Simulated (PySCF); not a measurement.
# C15H24O (BHT): the cost of one run

Programs: PySCF 2.14.0, with routines of our own; each step states its level. All values are computed. Atoms count from 0.

## Step 1: The system as given

40 atoms, charge 0, multiplicity 1; geometry from: GFN2-xTB.

## Step 2: NMR shifts: GIAO KT3/pcSseg-1

The job: settings as JSON, then the geometry in Å.

```
{"job": {"kind": "nmr", "xc": "KT3", "basis": "pcSseg-1", "pop": false}, "charge": 0, "multiplicity": 1}
C      0.658335     2.260681     2.962990
C      0.379900     1.388679     1.774306
C     -0.920446     1.066835     1.424024
C     -1.207338     0.254483     0.339734
C     -2.646085    -0.098501    -0.021825
C     -2.820659    -1.623552    -0.002543
C     -3.659891     0.490080     0.965771
C     -2.978612     0.456765    -1.413069
C     -0.129359    -0.242185    -0.413980
O     -0.432462    -1.007630    -1.506464
C      1.201844     0.036669    -0.065566
C      2.387482    -0.555465    -0.841783
C      3.730404    -0.202148    -0.185398
C      2.441581     0.012177    -2.272449
C      2.311006    -2.099715    -0.854491
C      1.420269     0.863672     1.029589
H      0.763498     1.650432     3.860704
H     -0.156763     2.960752     3.129003
H      1.581034     2.820328     2.827573
H     -1.717905     1.472155     2.023127
H     -3.861416    -1.878706    -0.189141
H     -2.210287    -2.094967    -0.764669
H     -2.534554    -2.021577     0.969348
H     -3.492593     0.115320     1.973150
H     -4.662457     0.196795     0.660259
H     -3.618153     1.576696     0.974846
H     -2.861974     1.538899    -1.420045
H     -4.007655     0.216244    -1.671906
H     -2.325877     0.030095    -2.166857
H      0.383233    -1.319435    -1.908236
H      3.891885     0.872377    -0.160929
H      4.539513    -0.640788    -0.766620
H      3.787494    -0.598268     0.825465
H      1.499899    -0.068254    -2.810101
H      3.205936    -0.507177    -2.848475
H      2.702602     1.067931    -2.234462
H      1.920103    -2.464284     0.093553
H      1.698418    -2.508147    -1.656337
H      3.308143    -2.514708    -0.987558
H      2.421907     1.121258     1.328554
```

Level: GIAO KT3/pcSseg-1 NMR shielding, non-relativistic, gas phase.

Started as:

```sh
OMP_NUM_THREADS=1 python large_run.py task.json out
```

One launch serves the whole session: the jobs run in the order shown.

**Question.** How long does this job take on 1 thread of Arm Neoverse V1, shared host, and how much memory does it need?

About 46 s, with a peak of 0.6 GiB.
